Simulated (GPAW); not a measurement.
# YbH3 (Fm-3m) in GPAW: convergence with density grid spacing (A)

Aim: find how far density grid spacing (A) must go before the results for YbH3 settle, at PBE. This setting moves, with any that are tied to it; all else stays.

All numbers are computed with GPAW 26.7.0; they aren't measurements. Logs are shortened: lines on timing, memory, paths and dates and some standing lists are left out, and cuts for length are marked. The log counts tension as positive stress, the text compression.

### Step 1. The crystal as given

The structure is cubic, space group Fm-3m (No. 225). Conventional cell: a = 5.210 Å, b = 5.210 Å, c = 5.210 Å, α = 90.00°, β = 90.00°, γ = 90.00°. Yb (site symmetry m-3m) is surrounded by 8 H at 2.26 Å. Around H (site symmetry m-3m) lie 8 H at 2.26 Å. Around H (site symmetry -43m) lie 4 Yb at 2.26 Å and 4 H at 2.26 Å.

The cell comes from a database or a generator and needn't be the stable form of this composition.

### Step 2. With density grid spacing (A) 0.24

The input, run.py:

```python
from ase import Atoms
from ase.dft.bandgap import bandgap
from ase.io import write
from ase.units import GPa
from gpaw import GPAW, PW

atoms = Atoms(['Yb', 'H', 'H', 'H'],
              cell=[[0.0, 2.604971, 2.604971],
                    [2.604971, 0.0, 2.604971],
                    [2.604971, 2.604971, 0.0]],
              scaled_positions=[[0.0, 0.0, 0.0],
                                [0.5, 0.5, 0.5],
                                [0.25, 0.25, 0.25],
                                [0.75, 0.75, 0.75]],
              pbc=True)
atoms.set_initial_magnetic_moments([1.0, 0.0, 0.0, 0.0])

calc = GPAW(mode=PW(800),
            h=0.24,
            xc='PBE',
            kpts={'size': (7, 7, 7), 'gamma': True},
            occupations={'name': 'fermi-dirac', 'width': 0.05},
            nbands=29,
            convergence={'density': 1e-05, 'energy': 1e-05},
            maxiter=100,
            txt='gpaw.txt')
atoms.calc = calc
energy = atoms.get_potential_energy()
forces = atoms.get_forces()
stress = atoms.get_stress()
calc.write('gs.gpw')
write('result.traj', atoms)
print(f'Energy: {energy:.6f} eV')
print('Forces (eV/A):')
print(forces.round(4))
print('Stress (GPa):', (stress / GPa).round(3))
print('Moments:', calc.get_magnetic_moments().round(3))
print('Fermi level:', round(calc.get_fermi_level(), 4), 'eV')
print(f'Gap: {bandgap(calc)[0]:.4f} eV, direct: {bandgap(calc, direct=True)[0]:.4f} eV')
```

Potentials or basis: GPAW PAW data sets (gpaw-data 1.2.1), pw.

On the command line:

```sh
OMP_NUM_THREADS=1 python run.py
```

It took 36 s on 1 thread of Arm Neoverse V1, shared host; peak memory 0.19 GiB.

What came out:

```yaml
Free_energy: -12.8241 eV
Pressure: -4.5 GPa
Band_gap_on_the_k_mesh: none (metal or under the smearing width)
Net_moment: 0.00 μB per cell
```

### Step 3. With density grid spacing (A) 0.2

run.py: that of step 2 with these lines changed.

```diff
@@ -18,3 +18,3 @@
 calc = GPAW(mode=PW(800),
-            h=0.24,
+            h=0.2,
             xc='PBE',
```

Potentials or basis: GPAW PAW data sets (gpaw-data 1.2.1), pw.

On the command line:

```sh
OMP_NUM_THREADS=1 python run.py
```

It took 42 s on 1 thread of Arm Neoverse V1, shared host; peak memory 0.2 GiB.

What came out:

* Free energy: -12.8228 eV
* Pressure: -4.6 GPa
* Band gap on the k mesh: none (metal or under the smearing width)
* Net moment: 0.00 μB per cell

### Step 4. With density grid spacing (A) 0.17

run.py: that of step 3 with these lines changed.

```diff
@@ -18,3 +18,3 @@
 calc = GPAW(mode=PW(800),
-            h=0.2,
+            h=0.17,
             xc='PBE',
```

On the command line:

```sh
OMP_NUM_THREADS=1 python run.py
```

Wall time 65 s (1 thread of Arm Neoverse V1, shared host); peak memory 0.22 GiB.

Results:

```
Free energy            : -12.8231 eV
Pressure               : -4.6 GPa
Band gap on the k mesh : none (metal or under the smearing width)
Net moment             : 0.00 μB per cell
```

### Step 5. With density grid spacing (A) 0.15

run.py: that of step 4 with these lines changed.

```diff
@@ -18,3 +18,3 @@
 calc = GPAW(mode=PW(800),
-            h=0.17,
+            h=0.15,
             xc='PBE',
```

On the command line:

```sh
OMP_NUM_THREADS=1 python run.py
```

It took 60 s on 1 thread of Arm Neoverse V1, shared host; peak memory 0.22 GiB.

The run converged. Its results:

| Item | Value |
| --- | --- |
| Free energy | -12.8231 eV |
| Pressure | -4.6 GPa |
| Band gap on the k mesh | none (metal or under the smearing width) |
| Net moment | 0.00 μB per cell |

### Step 6. With density grid spacing (A) 0.13

run.py: that of step 5 with these lines changed.

```diff
@@ -18,3 +18,3 @@
 calc = GPAW(mode=PW(800),
-            h=0.15,
+            h=0.13,
             xc='PBE',
```

Potentials or basis: GPAW PAW data sets (gpaw-data 1.2.1), pw.

On the command line:

```sh
OMP_NUM_THREADS=1 python run.py
```

Run time: 1.8 min. Hardware: 1 thread of Arm Neoverse V1, shared host; peak memory 0.26 GiB.

It converged, with:

* Free energy: -12.8230 eV
* Pressure: -4.6 GPa
* Band gap on the k mesh: none (metal or under the smearing width)
* Net moment: 0.00 μB per cell

### Step 7. With density grid spacing (A) 0.11

run.py: that of step 6 with these lines changed.

```diff
@@ -18,3 +18,3 @@
 calc = GPAW(mode=PW(800),
-            h=0.13,
+            h=0.11,
             xc='PBE',
```

On the command line:

```sh
OMP_NUM_THREADS=1 python run.py
```

Wall time 2.7 min (1 thread of Arm Neoverse V1, shared host); peak memory 0.31 GiB.

Results (log left out):

* Free energy: -12.8230 eV
* Pressure: -4.6 GPa
* Band gap on the k mesh: none (metal or under the smearing width)
* Net moment: 0.00 μB per cell

### Step 8. With density grid spacing (A) 0.09

run.py: that of step 7 with these lines changed.

```diff
@@ -18,3 +18,3 @@
 calc = GPAW(mode=PW(800),
-            h=0.11,
+            h=0.09,
             xc='PBE',
```

Potentials or basis: GPAW PAW data sets (gpaw-data 1.2.1), pw.

On the command line:

```sh
OMP_NUM_THREADS=1 python run.py
```

gpaw.txt:

```text
__  _  _
 | _ |_)|_||  |
 |__||  | ||/\| - 26.7.0

Input parameters:
  mode=PW(ecut=800.0),
  convergence={'density': 1e-05, 'energy': 1e-05},
  h=0.09,
  kpts=MonkhorstPack(size=(7, 7, 7), gamma=True),
  maxiter=100,
  nbands=29,
  occupations=Occupations(name='fermi-dirac', width=0.05),
  xc=XC(name='PBE')

Diagonalizing LCAO Hamiltonian
Converting LCAO to pw mode

                   H

               H

           H

       Yb

Atoms  # Å, Bohr magnetons
|   | symbol |        x |        y |        z |    initial magnetic moments |
|---|--------|----------|----------|----------|-----------------------------|
| 0 |     Yb | 0.000000 | 0.000000 | 0.000000 | ( 0.0000,  0.0000,  1.0000) |
| 1 |      H | 2.604971 | 2.604971 | 2.604971 | ( 0.0000,  0.0000,  0.0000) |
| 2 |      H | 1.302485 | 1.302485 | 1.302485 | ( 0.0000,  0.0000,  0.0000) |
| 3 |      H | 3.907456 | 3.907456 | 3.907456 | ( 0.0000,  0.0000,  0.0000) |

Unit cell  # Å
| periodic |        x |        y |        z |  lengths |    angles |
|----------|----------|----------|----------|----------|-----------|
|      yes | 0.000000 | 2.604971 | 2.604971 | 3.683985 | 60.000000 |
|      yes | 2.604971 | 0.000000 | 2.604971 | 3.683985 | 60.000000 |
|      yes | 2.604971 | 2.604971 | 0.000000 | 3.683985 | 60.000000 |

Number of symmetries: 48
Symmetry operations  # r_c * U_cc + t_c -> r_c
|    | kind |            matrix            |
|----|------|------------------------------|
|  0 |  σ   |  1, 0, 0,  1, 0,-1,  1,-1, 0 |
|  1 |  C2  |  1, 0, 0,  1,-1, 0,  1, 0,-1 |
|  2 |  E   |  1, 0, 0,  0, 1, 0,  0, 0, 1 |
|  3 |  σ   |  1, 0, 0,  0, 0, 1,  0, 1, 0 |
|  4 |  C4  |  1, 0,-1,  1, 0, 0,  1,-1, 0 |
|  5 |  S6  |  1, 0,-1,  1,-1, 0,  1, 0, 0 |
|  6 |  σ   |  1, 0,-1,  0, 1,-1,  0, 0,-1 |
|  7 |  C3  |  1, 0,-1,  0, 0,-1,  0, 1,-1 |
|  8 |  S6  |  1,-1, 0,  1, 0, 0,  1, 0,-1 |
|  9 |  C4  |  1,-1, 0,  1, 0,-1,  1, 0, 0 |
| 10 |  C3  |  1,-1, 0,  0,-1, 1,  0,-1, 0 |
| 11 |  σ   |  1,-1, 0,  0,-1, 0,  0,-1, 1 |
[... 176 lines left out ...]
|iter:   6| |  -12.824892 | -3.38 | -2.05 |  +0.1284|
|iter:   7| |  -12.814310 | -3.64 | -2.03 |  +0.0965|
|iter:   8| |  -12.814540 | -4.54 | -2.41 |  +0.0055|
|iter:   9| |  -12.814765 | -5.43 | -2.74 |  -0.0135|
|iter:  10| |  -12.814941 | -4.87 | -2.75 |  -0.0194|
|iter:  11| |  -12.814929c| -6.39 | -3.21 |  -0.0014|
|iter:  12| |  -12.814918c| -7.82c| -4.12 |  +0.0001|
|iter:  13| |  -12.814911c| -8.67c| -4.55 |  +0.0002|
|iter:  14| |  -12.814910c| -7.81c| -5.09c|  -0.0000|

Converged in 14 steps
Energy contributions relative to reference atoms: (reference = -382622.743128)

Energy contributions:
  Kinetic:         -53.770455
  Coulomb:          46.965021
  Zero:              0.673580
  External:          0.000000
  Xc:               -6.674990
  Entropy:          -0.016135
  Spinorbit:         0.000000
  ----------------------------
  Free energy:     -12.822978
  Extrapolated:    -12.814910

dipole moment: (-24.165315, -24.165315, -24.165315)  # |e|*Ang

Total magnetic moment: (0.000000, 0.000000, -0.000006)

Local magnetic moments
|        x |        y |         z |
|----------|----------|-----------|
| 0.000000 | 0.000000 |  0.000002 |  # Yb   0
| 0.000000 | 0.000000 | -0.000007 |  # H    1
| 0.000000 | 0.000000 | -0.000001 |  # H    2
| 0.000000 | 0.000000 | -0.000001 |  # H    3

Fermi level: 6.347
Eigenvalues  # (at kpt = [0.000, 0.000, 0.000])
| band index |      eig [eV] | occ [0-1] |      eig [eV] | occ [0-1] |
|------------|---------------|-----------|---------------|-----------|
|          0 |       -44.563 |     1.000 |       -44.563 |     1.000 |
|        ... |               |           |               |           |
|          4 |        -2.101 |     1.000 |        -2.101 |     1.000 |
|          5 |         4.966 |     1.000 |         4.966 |     1.000 |
|          6 |         5.891 |     1.000 |         5.891 |     1.000 |
|          7 |         5.891 |     1.000 |         5.891 |     1.000 |
|          8 |         5.891 |     1.000 |         5.891 |     1.000 |
|          9 |         6.078 |     0.995 |         6.078 |     0.995 |
[... 8 lines left out ...]
|         18 |        12.366 |     0.000 |        12.366 |     0.000 |
|         19 |        17.965 |     0.000 |        17.965 |     0.000 |
|        ... |               |           |               |           |
|         28 |        28.103 |     0.000 |        28.103 |     0.000 |

No gap
No difference between direct/indirect transitions

Forces  # eV/Ang
|        x |        y |        z |
|----------|----------|----------|
|  0.00000 | -0.00000 | -0.00000 |  # Yb   0
|  0.00000 |  0.00000 |  0.00000 |  # H    1
|  0.00000 |  0.00000 |  0.00000 |  # H    2
| -0.00000 |  0.00000 | -0.00000 |  # H    3

Stress tensor  # eV/Ang^3
|         x |         y |         z |
|-----------|-----------|-----------|
|  0.028742 |  0.000000 | -0.000000 |
|  0.000000 |  0.028742 | -0.000000 |
| -0.000000 | -0.000000 |  0.028742 |

# Writing to gs.gpw (mode='')
```

stdout:

```text
Energy: -12.814910 eV
Forces (eV/A):
[[ 0. -0. -0.]
 [ 0.  0.  0.]
 [ 0.  0.  0.]
 [-0.  0. -0.]]
Stress (GPa): [ 4.605  4.605  4.605 -0.    -0.     0.   ]
Moments: [ 0. -0. -0. -0.]
Fermi level: 6.3472 eV
Gap: 0.0000 eV, direct: 0.0000 eV
```

Wall time 4.1 min (1 thread of Arm Neoverse V1, shared host); peak memory 0.41 GiB.

What came out:

| Property | Result |
| --- | --- |
| Free energy | -12.8230 eV |
| Pressure | -4.6 GPa |
| Band gap on the k mesh | none (metal or under the smearing width) |
| Net moment | 0.00 μB per cell |

### Step 9. Result

```tsv
density grid spacing (A)	energy less the tightest run, at zero smearing (meV/atom)	pressure (GPa)	SCF cycles	CPU time (s)	peak memory (GiB)
0.24	-0.28	-4.52	14	36	0.19
0.2	0.03	-4.60	14	42	0.2
0.17	-0.03	-4.60	14	65	0.22
0.15	-0.03	-4.60	14	60	0.22
0.13	-0.01	-4.60	14	110	0.26
0.11	0.00	-4.60	14	160	0.31
0.09	0.00	-4.60	14	250	0.41
```

Against the tightest run, the energy stays within 1 meV/atom from 0.24 on; the pressure stays within 0.1 GPa from 0.24 on. The tightest run that finished is the yardstick and may itself not be fully converged.

Caveats: one-centre terms of the f shell are cut off; spin-orbit coupling is left out, which moves the levels of the heavy elements; without U or exact exchange the open f shell lies at the Fermi level, which spoils levels, moments and volumes.
